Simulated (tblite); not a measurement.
# C5H13OPSi: the cost of one run

The runs use tblite 0.8.0 and PySCF 2.14.0, with density-fitted response routines of our own; the level of theory stands in each step. All values are computed, except where a source is named. Atoms are numbered from 0 throughout.

## Step 1: Starting geometry

21 atoms, charge 0, multiplicity 1; geometry from: force field or distance geometry start.

Bonds of the start (Å): C0–O1 1.44, O1–C2 1.42, C2–C3 1.54, C3–C4 1.53, C4–P5 1.87, P5–Si6 2.22, P5–C7 1.88, C7–C2 1.54, C0–H8 1.09, C0–H9 1.10, C0–H10 1.09, C2–H11 1.09, C3–H12 1.08, C3–H13 1.10, C4–H14 1.09, C4–H15 1.10, Si6–H16 1.49, Si6–H17 1.48, Si6–H18 1.48, C7–H19 1.10, C7–H20 1.09.

## Step 2: Optimising the geometry with GFN2-xTB

What the job is given:

```
{"job": {"kind": "relax", "xc": "GFN2-xTB", "basis": "xTB"}, "charge": 0, "multiplicity": 1}
C      2.147200    -0.861300     1.332300
O      0.891600    -0.868800     0.633400
C      0.925500    -0.134400    -0.576700
C      0.762700     1.381100    -0.350700
C     -0.666000     1.607300     0.161100
P     -1.744800     0.520500    -0.912300
Si    -2.671200    -0.770300     0.640500
C     -0.286300    -0.544200    -1.430200
H      2.937500    -1.277000     0.706300
H      2.036200    -1.485300     2.228900
H      2.397200     0.151700     1.650700
H      1.836900    -0.362800    -1.122100
H      0.924500     1.916900    -1.272300
H      1.482700     1.759500     0.387200
H     -0.738500     1.372200     1.220100
H     -0.950100     2.660800     0.047300
H     -3.835000    -0.037900     1.204300
H     -1.725200    -1.069800     1.744400
H     -3.131200    -2.024800     0.004000
H     -0.504900    -1.617200    -1.357900
H     -0.097700    -0.299100    -2.480300
```

Command:

```sh
$ OMP_NUM_THREADS=1 python probes_run.py task.json out
```

This one command runs all jobs of the session in turn.

**Question.** How long does this first job take on 1 thread of Arm Neoverse V2, shared host, and how much memory does it need?

About 1.2 s, with a peak of 0.17 GiB.
